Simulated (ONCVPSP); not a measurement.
# An ONCV potential for W, from input to tests

Task: generate the file, and judge it by its errors in other configurations, its logarithmic derivatives, its ghosts and its cutoff.

Method: ONCVPSP 4.0.1, PBE, scalar-relativistic.

## (1) The design

Typed settings, in words:

* element: tungsten (W, Z = 74)
* type: optimised norm-conserving Vanderbilt (ONCV)
* frozen core: [Kr] 4d10
* valence charge: 28
* reference configuration: 4f14 5s2 5p6 5d4 6s2
* partial waves: 5s+6s: rc 1.50 bohr, ncon 3, nbas 7, qcut 8.4 1/bohr, 2 projectors; 5p: rc 1.90 bohr, ncon 5, nbas 8, qcut 7.3 1/bohr, 1 projector; 5d: rc 2.80 bohr, ncon 3, nbas 8, qcut 4.8 1/bohr, 2 projectors, debl 2.5 Ha; 4f: rc 1.00 bohr, ncon 4, nbas 8, qcut 14.4 1/bohr, 2 projectors, debl 1.6 Ha
* local potential: polynomial inside 0.65 bohr (lpopt 5, dvloc0 0 Ha)
* core correction: Teter function, fcfact 3.5, rcfact 1.5

The outer shells as boxes (Hund's rule for the drawing; the calculation is spin-unpolarised):

```
[Kr] core
4d [↑↓][↑↓][↑↓][↑↓][↑↓]
4f [↑↓][↑↓][↑↓][↑↓][↑↓][↑↓][↑↓]
5s [↑↓]
5p [↑↓][↑↓][↑↓]
5d [↑ ][↑ ][↑ ][↑ ][  ]
6s [↑↓]
```

The nodes and maxima of the atom's own shells, from an earlier all-electron run, set the scale for the radii.

All-electron outer shells of the reference configuration (PBE, scalar-relativistic, ld1.x):

| shell | level (eV) | outermost node (bohr) | outermost maximum (bohr) |
| --- | --- | --- | --- |
| 4d | -238.43 | 0.22 | 0.45 |
| 5s | -79.07 | 0.53 | 0.96 |
| 5p | -43.20 | 0.57 | 1.09 |
| 4f | -33.21 | – | 0.43 |
| 6s | -5.71 | 1.28 | 2.67 |
| 5d | -4.48 | 0.63 | 1.49 |
| 6p | -1.36 | 1.54 | 3.75 |

## (2) The generation run

W.dat reads:

```
# ATOM AND REFERENCE CONFIGURATION
# atsym  z   nc   nv     iexc    psfile
  W 74.00    9    5        4      upf
#
#   n    l    f
    1    0    2.00
    2    0    2.00
    2    1    6.00
    3    0    2.00
    3    1    6.00
    3    2   10.00
    4    0    2.00
    4    1    6.00
    4    2   10.00
    4    3   14.00
    5    0    2.00
    5    1    6.00
    5    2    4.00
    6    0    2.00
#
# PSEUDOPOTENTIAL AND OPTIMIZATION
# lmax
    3
#
#   l,   rc,      ep,       ncon, nbas, qcut
    0    1.50    0.00    3    7    8.40
    1    1.90    0.00    5    8    7.30
    2    2.80    0.00    3    8    4.80
    3    1.00    0.00    4    8   14.40
#
# LOCAL POTENTIAL
# lloc, lpopt,  rc(5),   dvloc0
    4    5    0.65    0.00
#
# VANDERBILT-KLEINMAN-BYLANDER PROJECTORs
# l, nproj, debl
    0    2    1.30
    1    1    0.40
    2    2    2.50
    3    2    1.60
#
# MODEL CORE CHARGE
# icmod, fcfact, rcfact
    3    3.50    1.50
#
# LOG DERIVATIVE ANALYSIS
# epsh1, epsh2, depsh
   -4.00    5.00    0.02
#
# OUTPUT GRID
# rlmax, drl
    6.00    0.01
#
# TEST CONFIGURATIONS
# ncnf
    4
# nvcnf
#   n    l    f
    5
    4    3   14.00
    5    0    2.00
    5    1    6.00
    5    2    4.00
    6    0    1.00
#
    5
    4    3   14.00
    5    0    2.00
    5    1    6.00
    5    2    4.00
    6    0    0.00
#
    5
    4    3   14.00
    5    0    2.00
    5    1    6.00
    5    2    3.00
    6    0    0.00
#
    6
    4    3   14.00
    5    0    2.00
    5    1    6.00
    5    2    4.00
    6    0    1.00
    6    1    1.00
#
```

Run with:

```console
$ oncvpsp.x < W.dat > W.out
```

What the program wrote to W.out (without the consistency checks and plot data):

```text
ONCVPSP  (Optimized Norm-Conservinng Vanderbilt PSeudopotential)
scalar-relativistic version 4.0.1

#   n    l    f        energy (Ha)
    1    0    2.00    -2.5540165E+03
    2    0    2.00    -4.4081250E+02
    2    1    6.00    -3.8546869E+02
    3    0    2.00    -1.0152223E+02
    3    1    6.00    -8.5135760E+01
    3    2   10.00    -6.6302367E+01
    4    0    2.00    -2.0944040E+01
    4    1    6.00    -1.5570103E+01
    4    2   10.00    -8.7621447E+00
    4    3   14.00    -1.2203271E+00
    5    0    2.00    -2.9058909E+00
    5    1    6.00    -1.5876493E+00
    5    2    4.00    -1.6464925E-01
    6    0    2.00    -2.0995059E-01

Reference configufation results
  iterations    36
  all-electron total energy (Ha)   -1.61425134D+04

Begin loop to  construct optimized pseudo wave functions
and semi-local pseudopoentials for all angular momenta

Calculating optimized projector #   1

 for l=   0

    Fraction of norm inside rc  0.887094
    Optimizing pswf for qcut=   8.40 a_B^-1,  ecut=  35.28 Ha
    Residual kinetic energy error=  1.93D-06 Ha

    Energy error per electron        Cutoff
         Ha          eV             Ha
         0.01000     0.27211       20.06
         0.00100     0.02721       25.23
         0.00010     0.00272       29.22
         0.00001     0.00027       32.75

Calculating optimized projector #   2

 for l=   0

    Fraction of norm inside rc  0.043771
    Optimizing pswf for qcut=   8.40 a_B^-1,  ecut=  35.28 Ha
    Residual kinetic energy error=  6.77D-07 Ha

    Energy error per electron        Cutoff
         Ha          eV             Ha
         0.01000     0.27211       15.93
         0.00100     0.02721       22.49
         0.00010     0.00272       27.52
         0.00001     0.00027       31.34

Calculating optimized projector #   1

 for l=   1

    Fraction of norm inside rc  0.920970
    Optimizing pswf for qcut=   7.29 a_B^-1,  ecut=  26.60 Ha
    Residual kinetic energy error=  1.86D-05 Ha

    Energy error per electron        Cutoff
         Ha          eV             Ha
         0.01000     0.27211        8.68
         0.00100     0.02721       18.58
         0.00010     0.00272       23.32
         0.00001     0.00027       35.36

   Wellstate for l =  2  n =  8
     eigenvalue =   2.3354
     asymptotic potential =   2.8354
     half-point radius =  5.1275

Calculating optimized projector #   1

 for l=   2

    Fraction of norm inside rc  0.814382
    Optimizing pswf for qcut=   4.79 a_B^-1,  ecut=  11.50 Ha
    Residual kinetic energy error=  1.07D-05 Ha

    Energy error per electron        Cutoff
         Ha          eV             Ha
         0.01000     0.27211        7.15
         0.00100     0.02721        8.82
         0.00010     0.00272       10.40
         0.00001     0.00027       12.33

Calculating optimized projector #   2

 for l=   2

    Fraction of norm inside rc  0.203732
    Optimizing pswf for qcut=   4.79 a_B^-1,  ecut=  11.50 Ha
    Residual kinetic energy error=  4.29D-04 Ha

    Energy error per electron        Cutoff
         Ha          eV             Ha
         0.01000     0.27211        8.90
         0.00100     0.02721       11.11
         0.00010     0.00272       21.69
         0.00001     0.00027       51.37

   Wellstate for l =  3  n =  5
     eigenvalue =   0.3797
     asymptotic potential =   0.8797
     half-point radius =  7.7853

Calculating optimized projector #   1

 for l=   3

    Fraction of norm inside rc  0.898977
    Optimizing pswf for qcut=  14.42 a_B^-1,  ecut= 103.91 Ha
    Residual kinetic energy error=  3.40D-03 Ha

    Energy error per electron        Cutoff
         Ha          eV             Ha
         0.01000     0.27211       97.02
         0.00100     0.02721      186.40
         0.00010     0.00272      283.02
         0.00001     0.00027      441.72

Calculating optimized projector #   2

 for l=   3

    Fraction of norm inside rc  0.001811
    Optimizing pswf for qcut=  14.42 a_B^-1,  ecut= 103.91 Ha
    Residual kinetic energy error=  2.56D-05 Ha

    Energy error per electron        Cutoff
         Ha          eV             Ha
         0.01000     0.27211       55.05
         0.00100     0.02721       79.46
         0.00010     0.00272       95.77
         0.00001     0.00027      115.18

Construct Vanderbilt / Kleinmman-Bylander projectors

B matrix Hermiticity error, ll=   0
   1   2    3.6716E-04

  Orthonormal projector coefficients  2.8066E+01  1.9963E+00

B matrix Hermiticity error, ll=   2
   1   2    1.5167E-04

  Orthonormal projector coefficients  1.0668E+01 -7.5728E-01

B matrix Hermiticity error, ll=   3
   1   2    8.9315E-05

  Orthonormal projector coefficients -1.9119E+01 -1.0584E+01

Model core correction analysis
  based on d2Exc/dn_idn_j

d2excae - all-electron derivatives

   -2.513205D-02   -1.148808D-02   -8.033145D-03   -2.675293D-03
   -8.675690D-04
   -1.148793D-02   -2.864947D-02   -2.496484D-02   -1.054594D-02
   -1.580830D-03
   -8.033045D-03   -2.496484D-02   -2.512009D-02   -1.429828D-02
   -2.556739D-03
   -2.675264D-03   -1.054592D-02   -1.429828D-02   -1.789952D-02
   -1.296839D-02
   -8.675530D-04   -1.580716D-03   -2.556396D-03   -1.296653D-02
   -2.405101D-02

d2excps - pseudofunction derivatives with no core correction

   -4.469541D-02   -1.691093D-02   -1.167961D-02   -2.112883D-03
   -1.376788D-03
   -1.691081D-02   -2.976460D-02   -2.559821D-02   -9.495635D-03
   -1.604756D-03
   -1.167957D-02   -2.559827D-02   -2.487772D-02   -1.350707D-02
   -2.575753D-03
   -2.112849D-03   -9.495551D-03   -1.350694D-02   -1.960302D-02
   -1.330181D-02
   -1.376785D-03   -1.604647D-03   -2.575404D-03   -1.330008D-02
   -2.394024D-02

rms 2nd derivative error    4.372581E-03

rmatch, rhocmatch    0.5627  110.9376

Teter function model core charge with specified parameters

d2excps - pseudofunction derivatives with core correction

   -2.916337D-02   -1.332974D-02   -9.503908D-03   -1.997331D-03
   -1.015750D-03
   -1.332962D-02   -2.707884D-02   -2.396092D-02   -9.361123D-03
   -1.375874D-03
   -9.503831D-03   -2.396093D-02   -2.389096D-02   -1.343734D-02
   -2.435015D-03
   -1.997296D-03   -9.361019D-03   -1.343719D-02   -1.960680D-02
   -1.328843D-02
   -1.015737D-03   -1.375755D-03   -2.434665D-03   -1.328670D-02
   -2.392004D-02

rms 2nd derivative error    1.293971E-03

Pseudoatom total energy -356.222005

Diagnostic tests using Vanderbilt-Kleinman-Bylander pseudopotentials
  1 or more projectors used as specified by nproj input data

   l    rcore       rmatch      e in        delta e   norm test  slope test

   0   1.5010066   1.5465804  -2.9058909   0.0000080   1.0002146   1.0002202
   0   1.5010066   1.5465804  -0.2099506   0.0000070   1.0000688   1.0000569

   1   1.9067855   1.9646796  -1.5876493  -0.0000013   0.9999973   0.9999991

   2   2.8130055   2.8984144  -0.1646492  -0.0000216   1.0000080   0.9999398
   2   2.8130055   2.8984144   2.3353508  -0.0000721   0.9999751   0.9999751

   3   1.0053514   1.0358761  -1.2203271  -0.0000197   1.0005168   1.0005342
   3   1.0053514   1.0358761   0.3796729   0.0000093   1.0007901   1.0007901

 Testing for bound ghosts
   n   l    E NL Schr. Eq   E Basis Diag.   E Cutoff

       0                      -28.660793     84.19  WARNING - GHOST(-)
   1   0       -2.905883       -2.905860     84.19
   2   0       -0.209944       -0.107782     84.19

       1                      -10.109624     61.64  WARNING - GHOST(-)
   2   1       -1.587651       -1.587628     61.64

   3   2       -0.164671       -0.164434     43.61

   4   3       -1.220347       -1.219815    385.37

 Testing for highly-localized positive-energy ghosts
       l    <radius>/rc     E Basis Diag.   E Cutoff

       2        0.827546        0.992188     43.61  WARNING - GHOST(+)

Test configuration 0

   n   l     f        eae           eps        diff
   1   0  2.0000-2554.01648257
   2   0  2.0000 -440.81249975
   2   1  6.0000 -385.46869021
   3   0  2.0000 -101.52222840
   3   1  6.0000  -85.13576036
   3   2 10.0000  -66.30236720
   4   0  2.0000  -20.94403960
   4   1  6.0000  -15.57010256
   4   2 10.0000   -8.76214472
   4   3 14.0000   -1.22032709   -1.22034678   -1.97D-05
   5   0  2.0000   -2.90589091   -2.90588294    7.98D-06
   5   1  6.0000   -1.58764932   -1.58765057   -1.25D-06
   5   2  4.0000   -0.16464925   -0.16467084   -2.16D-05
   6   0  2.0000   -0.20995059   -0.20994356    7.03D-06

    Total energies and differences
      AE_ref= -1.61425134D+04  AE_tst= -1.61425134D+04  dif=  0.00D+00
      PS_ref= -3.56222005D+02  PS_tst= -3.56222005D+02  dif=  1.14D-13
      PSP excitation error= -1.14D-13

Test configuration 1

   n   l     f        eae           eps        diff
   1   0  2.0000-2554.29339267
   2   0  2.0000 -441.08744223
   2   1  6.0000 -385.74369191
   3   0  2.0000 -101.79738334
   3   1  6.0000  -85.41091876
   3   2 10.0000  -66.57739252
   4   0  2.0000  -21.21929772
   4   1  6.0000  -15.84531711
   4   2 10.0000   -9.03722917
   4   3 14.0000   -1.49534176   -1.49892034   -3.58D-03
   5   0  2.0000   -3.18114191   -3.18301754   -1.88D-03
   5   1  6.0000   -1.86379527   -1.86514325   -1.35D-03
   5   2  4.0000   -0.43098130   -0.43163708   -6.56D-04
   6   0  1.0000   -0.44766545   -0.44770932   -4.39D-05

    Total energies and differences
      AE_ref= -1.61425134D+04  AE_tst= -1.61421869D+04  dif=  3.26D-01
      PS_ref= -3.56222005D+02  PS_tst= -3.55895444D+02  dif=  3.27D-01
      PSP excitation error= -9.87D-05

Test configuration 2

   n   l     f        eae           eps        diff
   1   0  2.0000-2554.61257383
   2   0  2.0000 -441.40399517
   2   1  6.0000 -386.06033646
   3   0  2.0000 -102.11383988
   3   1  6.0000  -85.72738216
   3   2 10.0000  -66.89373317
   4   0  2.0000  -21.53583630
   4   1  6.0000  -16.16181158
   4   2 10.0000   -9.35356450
   4   3 14.0000   -1.81143461   -1.81975341   -8.32D-03
   5   0  2.0000   -3.49679521   -3.50149923   -4.70D-03
   5   1  6.0000   -2.17922323   -2.18279458   -3.57D-03
   5   2  4.0000   -0.73062511   -0.73234592   -1.72D-03

    Total energies and differences
      AE_ref= -1.61425134D+04  AE_tst= -1.61416107D+04  dif=  9.03D-01
      PS_ref= -3.56222005D+02  PS_tst= -3.55318637D+02  dif=  9.03D-01
      PSP excitation error= -6.82D-04

Test configuration 3

   n   l     f        eae           eps        diff
   1   0  2.0000-2555.09139038
   2   0  2.0000 -441.88462466
   2   1  6.0000 -386.54100199
   3   0  2.0000 -102.59157382
   3   1  6.0000  -86.20512918
   3   2 10.0000  -67.37199265
   4   0  2.0000  -22.01305344
   4   1  6.0000  -16.63916079
   4   2 10.0000   -9.83111873
   4   3 14.0000   -2.28795387   -2.28582718    2.13D-03
   5   0  2.0000   -3.96754052   -3.96612661    1.41D-03
   5   1  6.0000   -2.63955155   -2.63861829    9.33D-04
   5   2  3.0000   -1.14320517   -1.13953221    3.67D-03

    Total energies and differences
      AE_ref= -1.61425134D+04  AE_tst= -1.61406779D+04  dif=  1.84D+00
      PS_ref= -3.56222005D+02  PS_tst= -3.54386205D+02  dif=  1.84D+00
      PSP excitation error= -3.36D-04

Test configuration 4

   n   l     f        eae           eps        diff
   1   0  2.0000-2554.07601569
   2   0  2.0000 -440.87106178
   2   1  6.0000 -385.52723831
   3   0  2.0000 -101.58104604
   3   1  6.0000  -85.19457360
   3   2 10.0000  -66.36110867
   4   0  2.0000  -21.00298274
   4   1  6.0000  -15.62901517
   4   2 10.0000   -8.82097713
   4   3 14.0000   -1.27912843   -1.27950552   -3.77D-04
   5   0  2.0000   -2.96494721   -2.96451265    4.35D-04
   5   1  6.0000   -1.64686148   -1.64621686    6.45D-04
   5   2  4.0000   -0.21676306   -0.21589804    8.65D-04
   6   0  1.0000   -0.24833294   -0.24757801    7.55D-04
   6   1  1.0000   -0.07776850   -0.07835788   -5.89D-04

    Total energies and differences
      AE_ref= -1.61425134D+04  AE_tst= -1.61423482D+04  dif=  1.65D-01
      PS_ref= -3.56222005D+02  PS_tst= -3.56057924D+02  dif=  1.64D-01
      PSP excitation error=  1.11D-03
```

Wall time 6.4 s (1 thread of Intel Xeon Platinum 8488C, shared host).

Partial waves on a coarse radial grid (AE all-electron, PS pseudo):

```csv
r (bohr),5d AE,5d PS,4f AE,4f PS
0.140,0.1929,0.0024,0.3723,0.0350
0.280,-0.2009,0.0183,1.0733,0.4000
0.420,-0.3167,0.0579,1.3037,1.1222
0.560,-0.1342,0.1260,1.2083,1.5254
0.700,0.1261,0.2209,1.0107,1.2848
0.840,0.3571,0.3349,0.8095,0.8580
0.980,0.5290,0.4559,0.6355,0.6352
1.120,0.6424,0.5705,0.4940,0.4938
1.260,0.7076,0.6663,0.3821,0.3819
1.400,0.7368,0.7344,0.2949,0.2947
1.540,0.7405,0.7710,0.2275,0.2274
1.680,0.7271,0.7772,0.1757,0.1756
1.820,0.7025,0.7581,0.1359,0.1358
1.960,0.6713,0.7213,0.1053,0.1053
2.100,0.6364,0.6743,0.0818,0.0818
2.240,0.5999,0.6241,0.0637,0.0637
2.380,0.5630,0.5754,0.0497,0.0497
2.520,0.5267,0.5311,0.0389,0.0388
2.660,0.4915,0.4922,0.0304,0.0304
2.800,0.4576,0.4576,0.0239,0.0239
2.940,0.4253,0.4253,0.0188,0.0188
3.080,0.3948,0.3948,0.0148,0.0148
3.220,0.3659,0.3659,0.0117,0.0117
3.360,0.3388,0.3387,0.0092,0.0092
3.500,0.3133,0.3133,0.0073,0.0073
3.640,0.2896,0.2895,0.0057,0.0057
```

Densities times 4π (e/bohr³); a dash where the program caps the true core:

```csv
r (bohr),pseudo valence,true core,model core
0.140,1.604,–,355.8
0.420,105,282.7,174
0.700,57.04,33.14,36.95
0.980,15.24,2.179,2.252
1.260,7.004,0.1397,0.0002492
1.540,3.175,0.009373,0.002872
1.820,1.509,0.0006596,0.0003539
2.100,0.7784,4.827e-05,6.926e-07
2.380,0.4412,3.671e-06,2.219e-05
2.660,0.2745,3e-07,0
2.940,0.1809,0,0
3.220,0.121,0,0
3.500,0.08121,0,0
```

## (3) Transferability, from the output's test configurations

Excitation and ionisation energies from 4f14 5s2 5p6 5d4 6s2, with the error of the potential.

```csv
valence configuration,charge,ΔE all-electron (eV),error AE − PS (meV)
4f14 5s2 5p6 5d4 6s1,+1,8.883,-2.7
4f14 5s2 5p6 5d4 6s0,+2,24.563,-19
4f14 5s2 5p6 5d3 6s0,+3,49.946,-9.1
4f14 5s2 5p6 5d4 6s1 6p1,0,4.495,+30
```

## (4) Logarithmic derivatives

Taken from the files of the generation run. The phase is arctan(r·R′/R) of the radial function R, unwrapped, with energies in Ha. A pole is an energy at which the radial function vanishes at the test radius. The pseudo phase is shifted by a multiple of π to meet the all-electron one at the reference energy. Levels narrower than the energy grid can be missing from the poles. The last column is the largest difference on the grid between −0.5 and +0.5 Ha.

| channel | radius (bohr) | reference (Ha) | poles AE | poles PS | window around the reference with phases within 0.05 rad (Ha) | largest difference near zero (rad) |
| --- | --- | --- | --- | --- | --- | --- |
| s | 1.52 | -0.21 | -1.92 | -1.92 | the whole range | 0.000 |
| p | 1.93 | -1.59 | -1.18 | -1.18, 4.85 | below 0.7 | 0.021 |
| d | 2.85 | -0.16 | 0.05, 2.69 | 0.05, 1.03, 2.70 | below 0.8 | 0.003 |
| f | 1.02 | -1.22 | -0.27 | -0.27 | the whole range | 0.000 |

Phases (rad) along the scan:

```csv
E (Ha),p AE,p PS,d AE,d PS
-3.98,1.286,1.286,1.427,1.427
-3.50,1.240,1.240,1.416,1.416
-3.02,1.160,1.159,1.402,1.402
-2.54,0.967,0.965,1.383,1.383
-2.06,0.047,0.041,1.357,1.357
-1.58,-1.315,-1.315,1.316,1.316
-1.10,-1.598,-1.599,1.237,1.238
-0.62,-1.726,-1.729,0.979,0.981
-0.14,-1.833,-1.841,-1.262,-1.262
0.34,-1.969,-1.989,-1.802,-1.801
0.82,-2.209,-2.274,-2.495,-2.570
1.30,-2.767,-2.982,-4.196,-7.284
1.78,-3.677,-3.892,-4.533,-7.672
2.26,-4.178,-4.288,-4.648,-7.790
2.74,-4.390,-4.459,-4.719,-7.860
3.22,-4.500,-4.552,-4.785,-7.920
3.70,-4.568,-4.614,-4.881,-7.995
4.18,-4.616,-4.660,-5.174,-8.141
4.66,-4.652,-4.698,-7.102,-8.751
```

## (5) Plane-wave cutoff and ghosts

Read off the output, the cutoffs (Ha) at which the residual kinetic energy of the hardest occupied pseudo-wave falls to 1 and 0.1 mHa per electron: 186 Ha and 283 Ha.

The program's own ghost test: GHOST(-) flagged for s at -779.9 eV, p at -275.1 eV; GHOST(+) flagged for d at 27.0 eV.

Cutoff (Ha) at which the first wave of each channel reaches a given error (Ha per electron):

```csv
error,s,p,d,f
1.0e-02,20.1,8.7,7.1,97.0
3.2e-03,22.8,13.9,8.1,104.8
1.0e-03,25.2,18.6,8.8,186.4
3.2e-04,27.4,21.3,9.6,259.8
1.0e-04,29.2,23.3,10.4,283.0
3.2e-05,30.9,25.8,11.3,352.2
1.0e-05,32.7,35.4,12.3,441.7
```

## (6) What came out

```
                                                quantity                                  value
  cutoffs for 1 and 0.1 mHa per electron, occupied waves                      186 Ha and 283 Ha
                                            bound ghosts       s at -779.90 eV, p at -275.10 eV
                                          GHOST(+) flags                             d at 27 eV
                            largest test error (AE − PS)  +30 meV, for 4f14 5s2 5p6 5d4 6s1 6p1
largest phase difference near zero energy, channels read                              0.021 rad
 rms error of d²Exc/dn², without and with the model core                      4.37 and 1.29 mHa
```

What this shows: A bound ghost (s, p) makes it unfit for use: electrons can fall into a state that the atom doesn't have. By total energies transferability is fair: the largest error is 30 meV on 4.5 eV, for 4f14 5s2 5p6 5d4 6s1 6p1. It counts as very hard, with 186 Ha needed at the looser tolerance. At the looser tolerance the 4f wave is the slowest; 5s needs 25 Ha. Near zero energy the phases of the channels with partial waves agree within 0.021 rad. The program also flags highly localised states, GHOST(+) (d).
